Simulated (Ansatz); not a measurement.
# Hydrogen selenide (H2Se): vertical ionisation energy

Aim: the vertical ionisation energy of hydrogen selenide (H2Se), as cation minus neutral at the neutral's geometry, on several levels, and how well −ε(HOMO) stands in for it.

Computed with Ansatz 0.2.0, Gaussian basis. Level: unrestricted cation, the program's frozen cores in correlated methods.

The runs, in order: UKS PBE-D4/def2-TZVPP; UKS r2SCAN-D4/def2-TZVPP; UKS PBE0-D4/def2-TZVPP; UKS B3LYP-D4/def2-TZVPP; UKS wB97X-V/def2-TZVPP; UKS wB97M-V/def2-TZVPP; UKS B2PLYP/def2-TZVPP; UHF-CCSD(T)/def2-TZVPP; UHF-CCSD(T)/def2-QZVPP; extrapolation to the limit; then −ε(HOMO) from the neutral's earlier runs with LDA (SPW92), PBE-D4, revPBE-D4, BLYP-D4, r2SCAN-D4, B97M-V, PBE0-D4, B3LYP-D4, r2SCANh-D4, r2SCAN0-D4, HSE06-D4, BHLYP-D4, CAM-B3LYP-D4, LC-ωPBE, ωB97X-V, ωB97M-V.

## (1) Structure used throughout

The geometry comes from an earlier relaxation with PBE0-D4 in a triple-zeta def2 set; it is a stationary point.

SMILES `[SeH2]`, 3 atoms, charge 0, spin multiplicity 1.

Atoms are counted from 1 here; the program's logs count them from 0.

Bond lengths: Se1–H2 1.467 Å, Se1–H3 1.467 Å. Angles: H2–Se1–H3 91.2°.

## (2) Cation, UKS PBE-D4/def2-TZVPP

in.yaml

```yaml
crystal:
  periodic: [false, false, false]
  atoms:
    - {symbol: Se, position_ang: [0.560670, -0.274704, 0.280197]}
    - {symbol: H, position_ang: [0.045424, 1.091869, 0.143871]}
    - {symbol: H, position_ang: [-0.606094, -0.817175, -0.424058]}
basis:
  gaussian: {orbitals: def2-TZVPP}
total_charge: 1
magnetization: {spin_polarized: true, initial_magnetization: 1}
hamiltonian: {xc: pbe, dispersion: d4}
```

Run with:

```bash
> ansatz run in.yaml --threads 2 --pin off --events-out ev --progress --plain --max-ram 32768MiB --backend cpu
```

The runs that follow: Cation, UKS r2SCAN-D4/def2-TZVPP; Cation, UKS PBE0-D4/def2-TZVPP; Cation, UKS B3LYP-D4/def2-TZVPP; Cation, UKS wB97X-V/def2-TZVPP; Cation, UKS wB97M-V/def2-TZVPP; Cation, UKS B2PLYP (frozen core)/def2-TZVPP; Cation, UHF-CCSD(T)/def2-TZVPP; Cation, UHF-CCSD(T)/def2-QZVPP.

**Question.** What will the summary of the whole plan be? Wanted: ionisation energy, CCSD(T)/CBS; nearest functional by difference; nearest −ε(HOMO); −ε(HOMO) of PBE; T1 of the cation.

**Answer**, as computed:

| quantity | value |
| --- | --- |
| ionisation energy, CCSD(T)/CBS | 9.98 eV |
| nearest functional by difference | B3LYP-D4 (-0.10 eV) |
| nearest −ε(HOMO) | LC-ωPBE (-0.14 eV) |
| −ε(HOMO) of PBE | 5.92 eV |
| T1 of the cation | 0.009 |

In words: Energy differences with functionals land within 0.21 eV of the reference. The PBE orbital energy is 4.1 eV too small: a semilocal HOMO is no ionisation energy. Among orbital estimates LC-ωPBE comes nearest. Hartree-Fock falls 1.24 eV short, as the neutral has more correlation energy than the cation. Correlated methods include outer-core shells of Se, which these sets cover unevenly. With outer-core shells in play the reference is unsure by up to some tenths of an eV, so close misses can't be ranked.
